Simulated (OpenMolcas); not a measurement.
**BSiH4O2F (SMILES O[SiH2]B(O)F): levels of theory compared**

Aim: a comparison of 6 runs (B3LYP/6-31G*, B2PLYP/def2-SVP, B3LYP/def2-SVP, M06-L/def2-SVP, revPBE/def2-SVP, CCSD(T)/def2-SVP) of BSiH4O2F. 

The results are computed with OpenMolcas 26.06.

1 further run of the same task is left out (set aside as unsound or not needed).

## 1. The molecule

The species is BSiH4O2F (9 atoms), meant as a singlet with charge 0. SMILES: `O[SiH2]B(O)F`. The Si2–B3 distance was set to 3.053 Å, away from the relaxed value. At this shape a bond of the SMILES string is far longer than usual.

Bond lengths: O1–Si2 1.653 Å, B3–O4 1.347 Å, B3–F5 1.342 Å, O1–H6 0.958 Å, Si2–H7 1.484 Å, Si2–H8 1.493 Å, O4–H9 0.965 Å. Angles: O4–B3–F5 118.7°, O1–Si2–H7 106.4°, O1–Si2–H8 111.4°, Si2–O1–H6 117.1°, B3–O4–H9 113.7°, H7–Si2–H8 107.8°. A long bond or contact: Si2–B3 3.053 Å.

## 2. The energy at B3LYP/6-31G(d) (spherical functions) (run 1)

test.input

```
>>> EXPORT MOLCAS_PRINT=2

&GATEWAY
  BASLIB = $CurrDir
  COORD
  9
  angstrom
  O        1.922059       0.333196       2.288557
  Si       1.607159      -0.756704       1.085757
  B       -0.701500       0.194000      -0.670900
  O       -0.968000      -0.381600      -1.859000
  F       -1.488500       1.196900      -0.250400
  H        1.170559       0.781196       2.678457
  H        2.862859      -0.896704       0.307457
  H        1.262859      -2.098504       1.641857
  H       -1.731300      -0.002600      -2.311100
  BASIS = 6-31Gs
  GROUP = NoSym

&SEWARD
  GRIDINPUT
  Grid=UltraFine
  End of Grid

&SCF
  KSDFT = B3LYP
  THRESHOLDS = 1e-10 1e-07 1e-07 1e-05
  PRORBITALS = 1 1
```

The basis set 6-31G* is read from a file made from the Basis Set Exchange's data (not shown).

Command:

```
$ export MOLCAS_MEM=1860
$ pymolcas test.input > test.log
```

Output:

```text
--- Start Module: gateway ---
[...]
--- Stop Module: gateway /rc=_RC_ALL_IS_WELL_ ---
--- Start Module: seward ---
[...]
      Basis functions           82
--- Stop Module: seward /rc=_RC_ALL_IS_WELL_ ---
[...]
--- Start Module: scf ---
[...]
       Convergence after  18 Iterations
[...]
::    Total KS-DFT energy                            -567.0784085943
[...]
      Total spin, S                                     0.0000000000
[...]
      Total electronic charge=   48.000000
      Total            charge=   -0.000000
[...]
      Dipole Moment (debye):
      Origin of the operator (angstrom)=    0.2959    0.0074    0.2919
                   X= -2.0813E+00               Y=  4.9591E-01               Z= -5.1682E-01           Total=  2.2011E+00
      Quadrupole Moment (debye*angstrom):
[...]
--- Stop Module: scf /rc=_RC_ALL_IS_WELL_ ---
[...]
```

Wall time 20 s (1 thread of Intel Xeon 6975P-C (Granite Rapids), shared host); peak memory 0.46 GiB.

## 3. A single-point energy at B2PLYP/def2-SVP (run 2)

calc.inp

```
&gateway
baslib = $CurrDir
coord
9
bohr
O      3.63216511     0.62964919     4.32474595
Si     3.03709035    -1.42996332     2.05178337
B     -1.32564288     0.36660687    -1.26781726
O     -1.82925489    -0.72111949    -3.51300087
F     -2.81285734     2.26181320    -0.47318742
H      2.21203592     1.47624649     5.06155017
H      5.41001944    -1.69452497     0.58100953
H      2.38645764    -3.96559783     3.10266007
H     -3.27168284    -0.00491329    -4.36734605
basis = def2-SVP
group = NoSym
&seward
gridinput
Grid=UltraFine
End of Grid
&scf
ksdft = B2PLYP_SCF
thresholds = 1e-10 1e-07 1e-07 1e-05
prorbitals = 1 1
&mbpt2
frozen = 9
```

The basis set def2-SVP is read from a file made from the Basis Set Exchange's data (not shown).

Command:

```
$ export MOLCAS_MEM=1860
$ pymolcas calc.inp > calc.log
```

Output:

```text
--- Start Module: gateway ---
[...]
--- Stop Module: gateway /rc=_RC_ALL_IS_WELL_ ---
[...]
      Basis functions           94
[...]
--- Start Module: scf ---
[...]
       Convergence after  14 Iterations
[...]
::    Total KS-DFT energy                            -566.1841107807
[...]
      Total spin, S                                     0.0000000000
[...]
      Total electronic charge=   48.000000
      Total            charge=   -0.000000
[...]
      Dipole Moment (debye):
      Origin of the operator (angstrom)=    0.2959    0.0074    0.2919
                   X= -1.8668E+00               Y=  2.8281E-01               Z= -5.4679E-01           Total=  1.9657E+00
      Quadrupole Moment (debye*angstrom):
[...]
--- Stop Module: scf /rc=_RC_ALL_IS_WELL_ ---
[...]
--- Start Module: mbpt2 ---
[...]
 ###    WARNING: MP2 implementation intended for RHF references only         ###
 ###############################################################################
MBPT2 WARNING: Reference function according to RunFile:KS-DFT
I'll assume you know what you're doing and continue
WARNING!
Default frozen orbitals as non valence orbitals is overwritten by user input.
Default values:   6
[...]
       Reference weight ( Cref**2 )         =        0.74238
::    Total MBPT2 energy                             -567.0863905140
[...]
      Total MBPT2 calculations                           0.29      0.32
--- Stop Module: mbpt2 /rc=_RC_ALL_IS_WELL_ ---
[...]
```

Wall time 20 s (1 thread of Intel Xeon 6975P-C (Granite Rapids), shared host); peak memory 0.52 GiB.

Runs 3 to 5 aren't shown in full; the table further down has their settings and results.

## 4. The energy at CCSD(T)/def2-SVP (run 6)

job.inp

```
* BFH4O2Si CCSD(T)
>>> EXPORT MOLCAS_PRINT=2

&GATEWAY
  BasLib=$CurrDir
  Coord
  9
  bohr
  O      3.63216511     0.62964919     4.32474595
  Si     3.03709035    -1.42996332     2.05178337
  B     -1.32564288     0.36660687    -1.26781726
  O     -1.82925489    -0.72111949    -3.51300087
  F     -2.81285734     2.26181320    -0.47318742
  H      2.21203592     1.47624649     5.06155017
  H      5.41001944    -1.69452497     0.58100953
  H      2.38645764    -3.96559783     3.10266007
  H     -3.27168284    -0.00491329    -4.36734605
  Basis=def2-SVP
  Group=NoSym

&SEWARD

&SCF
  Thresholds=1e-10 1e-07 1e-07 1e-05
  PrOrbitals=1 2

&RASSCF
  FileOrb=$Project.ScfOrb
  Spin=1
  Nactel=0 0 0
  Inactive=24
  Ras2=0
  OutOrbitals=Canonical
  OrbListing=Nothing

&MOTRA
  JobIph
  Frozen=9

&CCSDT
  CCT
  Triples=2
  Iterations=80
  Accuracy=1e-08
  Extrapolation=5 4
```

The basis set def2-SVP is read from a file made from the Basis Set Exchange's data (not shown).

Command:

```
$ export MOLCAS_MEM=1860
$ pymolcas job.inp > job.log
```

Output:

```text
--- Start Module: gateway ---
[...]
--- Stop Module: gateway /rc=_RC_ALL_IS_WELL_ ---
[...]
      Basis functions           94
[...]
       Convergence after  14 Iterations
[...]
::    Total SCF energy                               -564.8536898844
[...]
      Total spin, S                                     0.0000000000
[...]
      Number of active orbitals                  0
[...]
      Spin quantum number                      0.0
[...]
      Active orbitals                            0
[...]
      Number of CSFs                             1
[...]
      Number of root(s) required                 1
[...]
      Convergence after  4 iterations
[...]
      Natural orbitals and occupation numbers for root  1
      ************************************************************************************************************************
      *                                                    Final results                                                     *
      ************************************************************************************************************************
[...]
::    RASSCF root number  1 Total energy:   -564.85368988
[...]
      Total electronic charge=   48.000000
      Total            charge=   -0.000000
[...]
      Dipole Moment (debye):
      Origin of the operator (angstrom)=    0.2959    0.0074    0.2919
                   X= -1.8623E+00               Y=  1.6494E-01               Z= -5.7516E-01           Total=  1.9561E+00
      Quadrupole Moment (debye*angstrom):
[...]
--- Start Module: motra ---
[...]
--- Stop Module: motra /rc=_RC_ALL_IS_WELL_ ---
[...]
--- Start Module: ccsdt ---
[...]
      Convergence after                    18  Iterations
      Total energy (diff) :    -565.62939141       0.00000001
[...]
 METHOD                       : CCSD+T(CCSD)+<T3(1)WT1> = CCSD(T)
[...]
       CCSD     =      -565.6293914144377
[...]
```

Wall time 89 s (1 thread of Intel Xeon 6975P-C (Granite Rapids), shared host); peak memory 0.52 GiB.

## 5. All runs side by side

```csv
run,level,frozen core orbitals,integration grid,energy (Eh),dipole moment (D) of the reference,HOMO energy (eV),LUMO energy (eV),wall time
1,B3LYP/6-31G* (spherical functions),–,UltraFine,-567.078409,2.20,-6.14,-1.30,20 s
2,B2PLYP/def2-SVP,9,UltraFine,-566.427726,1.97,-7.32,-0.05,20 s
3,B3LYP/def2-SVP,–,UltraFine,-566.816248,2.00,-6.26,-1.47,20 s
4,M06-L/def2-SVP,–,UltraFine,-566.753212,2.10,-5.67,-1.76,29 s
5,revPBE/def2-SVP,–,UltraFine,-566.641598,2.06,-5.38,-1.94,20 s
6,CCSD(T)/def2-SVP,9,–,-565.648626,1.96,-8.79,2.12,89 s
```

## 6. What came out

| quantity | value |
| --- | --- |
| run 6: total energy | -565.64863 Eh |
| run 6: dipole moment (mean-field density) | 1.96 D |
| run 6: HOMO energy (Hartree–Fock orbitals) | -8.79 eV |
| run 6: LUMO energy (Hartree–Fock orbitals) | 2.12 eV |
| run 6: HOMO–LUMO gap (Hartree–Fock orbitals) | 10.90 eV |
| run 6: correlation energy (9 core orbitals frozen) | -794.9 mEh |
| run 6: (T) correction | -19.23 mEh |

In words: Over runs 1, 2, 3, 4, 5 the dipole moment (its size) runs from 1.97 D (B2PLYP/def2-SVP) to 2.20 D (B3LYP/6-31G*). The two ends differ in method and basis. A double hybrid's value is that of its SCF part. Over runs 1, 2, 3, 4, 5 the HOMO–LUMO gap runs from 3.44 eV (revPBE/def2-SVP) to 7.27 eV (B2PLYP/def2-SVP). For B2PLYP the log adds the whole second-order term; the table takes 0.27 of it, as the functional is defined. Totals of different functionals can't be ranked against each other. All runs together took 3.3 min, the longest 89 s.
